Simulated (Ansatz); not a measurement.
# CH₅ClOSSi: ionisation energy by level of theory

How much energy removes an electron from CH₅ClOSSi at fixed geometry? The cation is run at each level and the neutral's energy taken from earlier runs.

Program: Ansatz 0.2.0, Gaussian basis. Level of theory: unrestricted cation, the program's frozen cores in correlated methods. These are calculated values, not measurements.

Levels to be run: UKS PBE-D4/def2-TZVPP; UKS r2SCAN-D4/def2-TZVPP; UKS PBE0-D4/def2-TZVPP; UKS B3LYP-D4/def2-TZVPP; UKS wB97X-V/def2-TZVPP; UKS wB97M-V/def2-TZVPP; UKS B2PLYP/def2-TZVPP; UHF-CCSD(T)/def2-TZVPP; UHF-MP2/def2-QZVPP; extrapolation to the limit; then −ε(HOMO) from the neutral's earlier runs with LDA (SPW92), PBE-D4, revPBE-D4, BLYP-D4, r2SCAN-D4, B97M-V, PBE0-D4, B3LYP-D4, r2SCANh-D4, r2SCAN0-D4, HSE06-D4, BHLYP-D4, CAM-B3LYP-D4, LC-ωPBE, ωB97X-V, ωB97M-V.

## Step 1: The geometry

All runs share one geometry, relaxed beforehand with PBE0-D4/def2-TZVP.

SMILES `CO[SiH](S)Cl`, 10 atoms, charge 0, spin multiplicity 1.

Atoms are counted from 1 here; the program's logs count them from 0.

Bond lengths: C1–O2 1.414 Å, C1–H6 1.094 Å, C1–H7 1.095 Å, C1–H8 1.090 Å, O2–Si3 1.626 Å, Si3–S4 2.124 Å, Si3–Cl5 2.038 Å, Si3–H9 1.479 Å, S4–H10 1.345 Å. Angles: O2–C1–H6 111.2°, O2–C1–H7 111.2°, O2–C1–H8 107.7°, H6–C1–H7 108.9°, H6–C1–H8 109.1°, H7–C1–H8 108.7°, C1–O2–Si3 124.1°, O2–Si3–S4 112.9°, O2–Si3–Cl5 104.7°, O2–Si3–H9 112.6°, S4–Si3–Cl5 112.0°, S4–Si3–H9 105.1°, Cl5–Si3–H9 109.6°, Si3–S4–H10 93.7°.

## Step 2: Cation, UKS PBE-D4/def2-TZVPP

in.yaml

```yaml
crystal:
  periodic: [false, false, false]
  atoms:
    - {symbol: C, position_ang: [0.577171, -0.310636, -1.454582]}
    - {symbol: O, position_ang: [0.902559, 0.077070, -0.134219]}
    - {symbol: Si, position_ang: [-0.054632, -0.182075, 1.154611]}
    - {symbol: S, position_ang: [-1.992255, 0.656817, 0.927935]}
    - {symbol: Cl, position_ang: [0.954980, 0.640314, 2.722974]}
    - {symbol: H, position_ang: [-0.385331, 0.107390, -1.764575]}
    - {symbol: H, position_ang: [0.535808, -1.400678, -1.547350]}
    - {symbol: H, position_ang: [1.358669, 0.067326, -2.114052]}
    - {symbol: H, position_ang: [-0.284535, -1.619877, 1.412488]}
    - {symbol: H, position_ang: [-1.529336, 1.913149, 0.799770]}
basis:
  gaussian: {orbitals: def2-TZVPP}
total_charge: 1
magnetization: {spin_polarized: true, initial_magnetization: 1}
hamiltonian: {xc: pbe, dispersion: d4}
```

The run is started by

```console
> ansatz run in.yaml --threads 2 --pin off --events-out ev --progress --plain --max-ram 32768MiB --backend cpu
```

After this run come: Cation, UKS r2SCAN-D4/def2-TZVPP; Cation, UKS PBE0-D4/def2-TZVPP; Cation, UKS B3LYP-D4/def2-TZVPP; Cation, UKS wB97X-V/def2-TZVPP; Cation, UKS wB97M-V/def2-TZVPP; Cation, UKS B2PLYP (frozen core)/def2-TZVPP; Cation, UHF-CCSD(T)/def2-TZVPP; Cation, UHF-MP2/def2-QZVPP.

Q: Predict the results of all the runs planned. Wanted: ionisation energy, CCSD(T)/CBS; nearest functional by difference; nearest −ε(HOMO); −ε(HOMO) of PBE; T1 of the cation.

**Answer**, as computed:

| quantity | value |
| --- | --- |
| ionisation energy, CCSD(T)/CBS | 10.31 eV |
| nearest functional by difference | ωB97X-V (-0.10 eV) |
| nearest −ε(HOMO) | ωB97X-V (-0.07 eV) |
| −ε(HOMO) of PBE | 6.59 eV |
| T1 of the cation | 0.019 |

In words: Energy differences with functionals land within 0.70 eV of the reference. −ε(HOMO) of PBE misses by 3.7 eV, since self-interaction lifts the level. Among orbital estimates ωB97X-V comes nearest. Hartree-Fock falls 1.17 eV short, as the neutral has more correlation energy than the cation.
